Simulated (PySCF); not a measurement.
# Au⁷⁴⁺, Hg⁷⁵⁺, Tl⁷⁶⁺: fine-structure interval with spin-orbit coupling

Wanted: the fine-structure interval of these ions, up a ladder of methods.

The numbers are computed with PySCF 2.14.0 (two-component X2C-1e, generalised determinants), except any that are marked as measured or tabulated.

## (1) What is computed

```
Elements                                  : gold (Z = 79), mercury (Z = 80), thallium (Z = 81)
Basis                                     : one for each species, given in its step
Hamiltonian                               : two-component X2C-1e, Gaussian nucleus, no Breit or QED terms; spin-orbit coupling, run by run: screened by Boettger's factors; bare
Core shells frozen in the correlated runs : none (for Au⁷⁴⁺)
State 1                                   : Au⁷⁴⁺ 2p J=3/2: [He] 2s2 2p1; 2p3/2 filled at m_j = +3/2
State 2                                   : Hg⁷⁵⁺ 2p J=3/2: [He] 2s2 2p1; 2p3/2 filled at m_j = +3/2
State 3                                   : Tl⁷⁶⁺ 2p J=3/2: [He] 2s2 2p1; 2p3/2 filled at m_j = +3/2
Needed too, but not shown                 : Au⁷⁴⁺ [He] 2s2 2p1 (2P), Hg⁷⁵⁺ [He] 2s2 2p1 (2P), Tl⁷⁶⁺ [He] 2s2 2p1 (2P)
Methods                                   : GHF, GMP2
```

The outer shells:

Au74+ [He] 2s2 2p1
```
[He] core
2s [↑↓]
2p [↑ ][  ][  ]
```

Hg75+ [He] 2s2 2p1
```
[He] core
2s [↑↓]
2p [↑ ][  ][  ]
```

Tl76+ [He] 2s2 2p1
```
[He] core
2s [↑↓]
2p [↑ ][  ][  ]
```

All steps ran in one process of a driver on top of PySCF, which takes the settings above as its task.

The integrals over 108 functions and the set-up took 0.31 s of CPU time.

## (2) Au⁷⁴⁺ 2p J=3/2, method by method

Basis: an uncontracted even-tempered set (16 s from 64 bohr⁻², ratio 2.4; 13 p from 83 bohr⁻², ratio 2.4; 5 d from 260 bohr⁻², ratio 2.6; 4 f from 400 bohr⁻², ratio 2.6).

**GHF (screened spin-orbit)**

Output:

```text
cycle= 1 E= -9208.0348298651  delta_E= -9.21e+03  |FDS-SDF|= 0.576
cycle= 2 E= -9208.0483377079  delta_E= -0.0135  |FDS-SDF|= 0.0108
cycle= 3 E= -9208.0483432861  delta_E= -5.58e-06  |FDS-SDF|= 7.51e-05
cycle= 4 E= -9208.0483432863  delta_E= -2.44e-10  |FDS-SDF|= 1.2e-06
```

It used 2.3 s of CPU time after the integrals (shared host).

Occupied spinors:

```tsv
spinor shell	electrons	mean energy (eV)	weight of the nominal j	rms radius (bohr)
1s1/2	2	-90244.0	1.000	0.0189
2s1/2	2	-22194.7	1.000	0.0739
2p3/2	1	-19958.8	1.000	0.0691
```

M_J = 3/2, ⟨J²⟩ = 3.750, ⟨L²⟩ = 2.000, ⟨S²⟩ = 0.750.

**GMP2 (screened spin-orbit)**

The driver printed no log here.

CPU time 0.13 s on a shared host, the integrals not counted.

With 5 electrons correlated and 26 very high virtual spinors dropped, the MP2 correlation energy is -0.32917 hartree. Largest pairs: 2s1/2-2s1/2 -0.1840, 1s1/2-1s1/2 -0.0667, 2p3/2-2s1/2 -0.0431, 1s1/2-2s1/2 -0.0254, 1s1/2-2p3/2 -0.0100.

At this charge the one-electron X2C treatment keeps the bare 1/r₁₂, with no two-electron picture change or Breit term, which inflates the 1s pair energies well beyond their four-component values.

**GHF (bare spin-orbit)**

Output:

```text
cycle= 1 E= -9207.5438444748  delta_E= -9.21e+03  |FDS-SDF|= 0.575
cycle= 2 E= -9207.5573437370  delta_E= -0.0135  |FDS-SDF|= 0.0108
cycle= 3 E= -9207.5573493055  delta_E= -5.57e-06  |FDS-SDF|= 7.52e-05
cycle= 4 E= -9207.5573493057  delta_E= -2.55e-10  |FDS-SDF|= 1.2e-06
```

It used 2.1 s of CPU time after the integrals (shared host).

Occupied spinors:

```tsv
spinor shell	electrons	mean energy (eV)	weight of the nominal j	rms radius (bohr)
1s1/2	2	-90244.4	1.000	0.0189
2s1/2	2	-22194.9	1.000	0.0739
2p3/2	1	-19945.4	1.000	0.0691
```

M_J = 3/2, ⟨J²⟩ = 3.750, ⟨L²⟩ = 2.000, ⟨S²⟩ = 0.750.

## (3) Hg⁷⁵⁺ 2p J=3/2

Basis: an even-tempered Gaussian basis (16 s from 65 bohr⁻², ratio 2.4; 13 p from 85 bohr⁻², ratio 2.4; 5 d from 270 bohr⁻², ratio 2.6; 4 f from 410 bohr⁻², ratio 2.6).

**GHF (screened spin-orbit)**

Output:

```text
cycle= 1 E= -9471.0677776283  delta_E= -9.47e+03  |FDS-SDF|= 0.585
cycle= 2 E= -9471.0813327330  delta_E= -0.0136  |FDS-SDF|= 0.0108
cycle= 3 E= -9471.0813381857  delta_E= -5.45e-06  |FDS-SDF|= 7.54e-05
cycle= 4 E= -9471.0813381859  delta_E= -2.46e-10  |FDS-SDF|= 1.2e-06
```

CPU time 2.2 s on a shared host, the integrals not counted.

Occupied spinors:

```tsv
spinor shell	electrons	mean energy (eV)	weight of the nominal j	rms radius (bohr)
1s1/2	2	-92837.0	1.000	0.0186
2s1/2	2	-22860.5	1.000	0.0727
2p3/2	1	-20498.3	1.000	0.0681
```

M_J = 3/2, ⟨J²⟩ = 3.750, ⟨L²⟩ = 2.000, ⟨S²⟩ = 0.750.

**GMP2 (screened spin-orbit)**

This step left no log, only its results.

It used 0.12 s of CPU time after the integrals (shared host).

With 5 electrons correlated and 26 very high virtual spinors dropped, the MP2 correlation energy is -0.33153 hartree. Largest pairs: 2s1/2-2s1/2 -0.1849, 1s1/2-1s1/2 -0.0676, 2p3/2-2s1/2 -0.0432, 1s1/2-2s1/2 -0.0259, 1s1/2-2p3/2 -0.0100.

**GHF (bare spin-orbit)**

Output:

```text
cycle= 1 E= -9470.5573999168  delta_E= -9.47e+03  |FDS-SDF|= 0.584
cycle= 2 E= -9470.5709464119  delta_E= -0.0135  |FDS-SDF|= 0.0108
cycle= 3 E= -9470.5709518549  delta_E= -5.44e-06  |FDS-SDF|= 7.55e-05
cycle= 4 E= -9470.5709518551  delta_E= -2.47e-10  |FDS-SDF|= 1.2e-06
```

CPU time 2.2 s on a shared host, the integrals not counted.

Occupied spinors:

```tsv
spinor shell	electrons	mean energy (eV)	weight of the nominal j	rms radius (bohr)
1s1/2	2	-92837.5	1.000	0.0186
2s1/2	2	-22860.6	1.000	0.0727
2p3/2	1	-20484.4	1.000	0.0682
```

M_J = 3/2, ⟨J²⟩ = 3.750, ⟨L²⟩ = 2.000, ⟨S²⟩ = 0.750.

## (4) Tl⁷⁶⁺ 2p J=3/2: the ladder of methods

Basis: an uncontracted even-tempered set (16 s from 67 bohr⁻², ratio 2.4; 13 p from 87 bohr⁻², ratio 2.4; 5 d from 280 bohr⁻², ratio 2.6; 4 f from 420 bohr⁻², ratio 2.6).

**GHF (screened spin-orbit)**

Output:

```text
cycle= 1 E= -9739.0962835230  delta_E= -9.74e+03  |FDS-SDF|= 0.595
cycle= 2 E= -9739.1098873737  delta_E= -0.0136  |FDS-SDF|= 0.0109
cycle= 3 E= -9739.1098927059  delta_E= -5.33e-06  |FDS-SDF|= 7.56e-05
cycle= 4 E= -9739.1098927061  delta_E= -2.11e-10  |FDS-SDF|= 1.2e-06
```

CPU time 2.2 s on a shared host, the integrals not counted.

Occupied spinors:

```tsv
spinor shell	electrons	mean energy (eV)	weight of the nominal j	rms radius (bohr)
1s1/2	2	-95479.7	1.000	0.0183
2s1/2	2	-23540.1	1.000	0.0715
2p3/2	1	-21045.4	1.000	0.0672
```

M_J = 3/2, ⟨J²⟩ = 3.750, ⟨L²⟩ = 2.000, ⟨S²⟩ = 0.750.

**GMP2 (screened spin-orbit)**

This step left no log, only its results.

CPU time 0.12 s on a shared host, the integrals not counted.

With 5 electrons correlated and 26 very high virtual spinors dropped, the MP2 correlation energy is -0.33393 hartree. Largest pairs: 2s1/2-2s1/2 -0.1859, 1s1/2-1s1/2 -0.0686, 2p3/2-2s1/2 -0.0432, 1s1/2-2s1/2 -0.0263, 1s1/2-2p3/2 -0.0100.

**GHF (bare spin-orbit)**

Output:

```text
cycle= 1 E= -9738.5659961424  delta_E= -9.74e+03  |FDS-SDF|= 0.594
cycle= 2 E= -9738.5795913598  delta_E= -0.0136  |FDS-SDF|= 0.0108
cycle= 3 E= -9738.5795966824  delta_E= -5.32e-06  |FDS-SDF|= 7.57e-05
cycle= 4 E= -9738.5795966826  delta_E= -2.4e-10  |FDS-SDF|= 1.2e-06
```

CPU time 2.2 s on a shared host, the integrals not counted.

Occupied spinors:

```tsv
spinor shell	electrons	mean energy (eV)	weight of the nominal j	rms radius (bohr)
1s1/2	2	-95480.2	1.000	0.0183
2s1/2	2	-23540.3	1.000	0.0715
2p3/2	1	-21031.0	1.000	0.0672
```

M_J = 3/2, ⟨J²⟩ = 3.750, ⟨L²⟩ = 2.000, ⟨S²⟩ = 0.750.

## (5) Differences of total energies

Fine-structure interval: Au⁷⁴⁺ [He] 2s2 2p1 [2p1/2^1, M_J = 1/2] → Au⁷⁴⁺ [He] 2s2 2p1 [2p3/2^1, M_J = 3/2].

```tsv
method	value (eV)
GHF (screened spin-orbit)	1993.8
GMP2 (screened spin-orbit)	1991.1
GHF (bare spin-orbit)	2052.9
```

Fine-structure interval: Hg⁷⁵⁺ [He] 2s2 2p1 [2p1/2^1, M_J = 1/2] → Hg⁷⁵⁺ [He] 2s2 2p1 [2p3/2^1, M_J = 3/2].

```tsv
method	value (eV)
GHF (screened spin-orbit)	2113.5
GMP2 (screened spin-orbit)	2110.8
GHF (bare spin-orbit)	2175.6
```

Fine-structure interval: Tl⁷⁶⁺ [He] 2s2 2p1 [2p1/2^1, M_J = 1/2] → Tl⁷⁶⁺ [He] 2s2 2p1 [2p3/2^1, M_J = 3/2].

```tsv
method	value (eV)
GHF (screened spin-orbit)	2239.3
GMP2 (screened spin-orbit)	2236.5
GHF (bare spin-orbit)	2304.6
```

The differences also use runs on Au⁷⁴⁺ [He] 2s2 2p1 (2P), Hg⁷⁵⁺ [He] 2s2 2p1 (2P), Tl⁷⁶⁺ [He] 2s2 2p1 (2P), which are not shown here.

## (6) What came out

| quantity | value |
| --- | --- |
| fine-structure interval, Au⁷⁴⁺ → 2p J=3/2 | GHF (screened spin-orbit) 1993.8, GMP2 (screened spin-orbit) 1991.1 eV |
| fine-structure interval, Hg⁷⁵⁺ → 2p J=3/2 | GHF (screened spin-orbit) 2113.5, GMP2 (screened spin-orbit) 2110.8 eV |
| fine-structure interval, Tl⁷⁶⁺ → 2p J=3/2 | GHF (screened spin-orbit) 2239.3, GMP2 (screened spin-orbit) 2236.5 eV |

**Reading.** For the first difference the methods span 61.751 eV, from GMP2 (screened spin-orbit) (1991.1) to GHF (bare spin-orbit) (2052.9). No reference value is at hand in this session. All values hold for this basis alone; no basis-set limit was taken.
